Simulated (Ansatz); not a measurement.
# The cluster Zr₄H₁₄O₁₅: geometry, orbitals and charge

Aim: characterise the cluster Zr₄H₁₄O₁₅ as a singlet: its structure, frontier levels and distribution of charge.

Computed with Ansatz 0.2.0, Gaussian basis. Level: RKS PBE0-D4/def2-TZVP.

Plan: relaxation at PBE-D4/def2-SVP; a single point at PBE0-D4/def2-TZVP.

6 further runs of the same task are left out: 1 for a known fault of the program, 5 set aside as unsound or not needed.

**1. The system as given**

33 atoms, charge 0, spin multiplicity 1.

Atoms are counted from 1 here; the program's logs count them from 0.

Bond lengths: Zr1–O9 2.329 Å, Zr1–O10 2.005 Å, Zr1–O11 2.170 Å, Zr1–O15 2.136 Å, Zr1–O16 1.932 Å, Zr1–O17 1.900 Å, Zr2–O5 1.906 Å, Zr2–O6 1.916 Å, Zr2–O8 1.912 Å, Zr2–O9 2.222 Å, Zr2–O10 2.741 Å, Zr2–O11 2.092 Å, Zr3–O7 1.902 Å, Zr3–O9 2.273 Å, Zr3–O13 1.901 Å, Zr3–O14 1.908 Å, Zr3–O15 2.037 Å, Zr4–O12 1.907 Å and more. Angles: O9–Zr1–O10 83.4°, O9–Zr1–O11 72.1°, O9–Zr1–O15 75.0°, O9–Zr1–O16 88.4°, O9–Zr1–O17 167.8°, O10–Zr1–O11 80.0°, O10–Zr1–O15 157.0°, O10–Zr1–O16 95.5°, O10–Zr1–O17 99.5°, O11–Zr1–O15 86.0°, O11–Zr1–O16 160.3°, O11–Zr1–O17 96.6°, O15–Zr1–O16 91.6°, O15–Zr1–O17 100.1°, O16–Zr1–O17 103.0°, O5–Zr2–O6 106.8°, O5–Zr2–O8 105.8°, O5–Zr2–O9 95.6° and more.

Coordinates:

| atom | x (Å) | y (Å) | z (Å) |
| --- | --- | --- | --- |
| Zr1 | 0.46282 | 0.34810 | 0.25986 |
| Zr2 | -2.61018 | -0.60483 | -0.08799 |
| Zr3 | 0.83319 | -2.91637 | -0.57659 |
| Zr4 | 2.04329 | 3.13247 | 1.15669 |
| O5 | -3.36649 | -2.34968 | 0.03569 |
| O6 | -3.78127 | 0.57456 | 0.86507 |
| O7 | -0.74254 | -3.97448 | -0.45609 |
| O8 | -3.02191 | 0.01653 | -1.84889 |
| O9 | -0.68016 | -1.26642 | -0.96904 |
| O10 | -0.97120 | 1.56383 | -0.43771 |
| O11 | -1.21955 | -0.33129 | 1.45042 |
| O12 | 1.29598 | 3.51859 | -0.55453 |
| O13 | 2.12875 | -4.16660 | 0.03251 |
| O14 | 1.47627 | -2.34749 | -2.28028 |
| O15 | 1.38813 | -1.50478 | 0.78282 |
| O16 | 1.65019 | 0.57700 | -1.24735 |
| O17 | 1.22181 | 1.48448 | 1.58048 |
| O18 | 1.54797 | 4.46654 | 2.40182 |
| O19 | 3.92335 | 2.96537 | 1.05231 |
| H20 | -4.14764 | -2.88965 | -0.10006 |
| H21 | -4.56847 | 1.06262 | 0.60764 |
| H22 | -1.64592 | -3.62187 | -0.39792 |
| H23 | -2.54892 | 0.79510 | -2.16776 |
| H24 | -0.70855 | -1.15541 | -1.92882 |
| H25 | -1.47870 | 2.09815 | 0.18522 |
| H26 | -1.53414 | 0.16598 | 2.21382 |
| H27 | 0.53565 | 3.12930 | -1.00813 |
| H28 | 2.35424 | -5.09082 | 0.15750 |
| H29 | 1.67782 | -1.40786 | -2.40021 |
| H30 | 2.14989 | -1.62540 | 1.35903 |
| H31 | 2.04982 | 1.35393 | -1.65303 |
| H32 | 1.42411 | 5.19933 | 3.00530 |
| H33 | 4.86235 | 2.80105 | 0.96821 |

Zr takes a core potential in the def2 sets. No spin-orbit coupling is included.

The start is a GFN1-xTB geometry.

**2. Optimising with PBE-D4/def2-SVP**

in.yaml reads:

```yaml
crystal:
  periodic: [false, false, false]
  atoms:
    - {symbol: Zr, position_ang: [0.462820, 0.348100, 0.259860]}
    - {symbol: Zr, position_ang: [-2.610180, -0.604830, -0.087990]}
    - {symbol: Zr, position_ang: [0.833190, -2.916370, -0.576590]}
    - {symbol: Zr, position_ang: [2.043290, 3.132470, 1.156690]}
    - {symbol: O, position_ang: [-3.366490, -2.349680, 0.035690]}
    - {symbol: O, position_ang: [-3.781270, 0.574560, 0.865070]}
    - {symbol: O, position_ang: [-0.742540, -3.974480, -0.456090]}
    - {symbol: O, position_ang: [-3.021910, 0.016530, -1.848890]}
    - {symbol: O, position_ang: [-0.680160, -1.266420, -0.969040]}
    - {symbol: O, position_ang: [-0.971200, 1.563830, -0.437710]}
    - {symbol: O, position_ang: [-1.219550, -0.331290, 1.450420]}
    - {symbol: O, position_ang: [1.295980, 3.518590, -0.554530]}
    - {symbol: O, position_ang: [2.128750, -4.166600, 0.032510]}
    - {symbol: O, position_ang: [1.476270, -2.347490, -2.280280]}
    - {symbol: O, position_ang: [1.388130, -1.504780, 0.782820]}
    - {symbol: O, position_ang: [1.650190, 0.577000, -1.247350]}
    - {symbol: O, position_ang: [1.221810, 1.484480, 1.580480]}
    - {symbol: O, position_ang: [1.547970, 4.466540, 2.401820]}
    - {symbol: O, position_ang: [3.923350, 2.965370, 1.052310]}
    - {symbol: H, position_ang: [-4.147640, -2.889650, -0.100060]}
    - {symbol: H, position_ang: [-4.568470, 1.062620, 0.607640]}
    - {symbol: H, position_ang: [-1.645920, -3.621870, -0.397920]}
    - {symbol: H, position_ang: [-2.548920, 0.795100, -2.167760]}
    - {symbol: H, position_ang: [-0.708550, -1.155410, -1.928820]}
    - {symbol: H, position_ang: [-1.478700, 2.098150, 0.185220]}
    - {symbol: H, position_ang: [-1.534140, 0.165980, 2.213820]}
    - {symbol: H, position_ang: [0.535650, 3.129300, -1.008130]}
    - {symbol: H, position_ang: [2.354240, -5.090820, 0.157500]}
    - {symbol: H, position_ang: [1.677820, -1.407860, -2.400210]}
    - {symbol: H, position_ang: [2.149890, -1.625400, 1.359030]}
    - {symbol: H, position_ang: [2.049820, 1.353930, -1.653030]}
    - {symbol: H, position_ang: [1.424110, 5.199330, 3.005300]}
    - {symbol: H, position_ang: [4.862350, 2.801050, 0.968210]}
basis:
  gaussian: {orbitals: def2-SVP, fitting: {mean_field: def2-universal-jkfit}}
hamiltonian: {xc: pbe, dispersion: d4}
scf: {lower_state_search: "off"}
output: {orbitals: {seedname: orbitals}}
relax: {f_tol: 0.03, max_steps: 70}
```

Run with:

```bash
$ ansatz run in.yaml --threads 2 --pin off --events-out ev --progress --plain --max-ram 32768MiB --backend cuda --devices 0, --max-vram 18GiB
```

The runs that follow: Single point, PBE0-D4/def2-TZVP.

Q: Predict the results of all the runs planned. Wanted: point group; commonest bond, hydrogen aside; HOMO, LUMO at PBE0-D4/def2-TZVP; dipole at PBE-D4/def2-SVP.

As calculated:

```
                       quantity                            value
                    point group                               C1
 commonest bond, hydrogen aside  O–Zr, 21 of mean length 2.098 Å
HOMO, LUMO at PBE0-D4/def2-TZVP                  -8.23, -0.46 eV
      dipole at PBE-D4/def2-SVP                           1.37 D
```

In words: The molecule keeps its bonding pattern by the stored test; the atoms moved 0.82 Å (rms), and the angle Zr1–O16–H31 went from 133° to 173°. No usable vibrations, so a minimum isn't proven. Whether this spin is the lowest isn't tested here. The point group is read from a loosely relaxed geometry; soft torsions can leave it below the true symmetry.
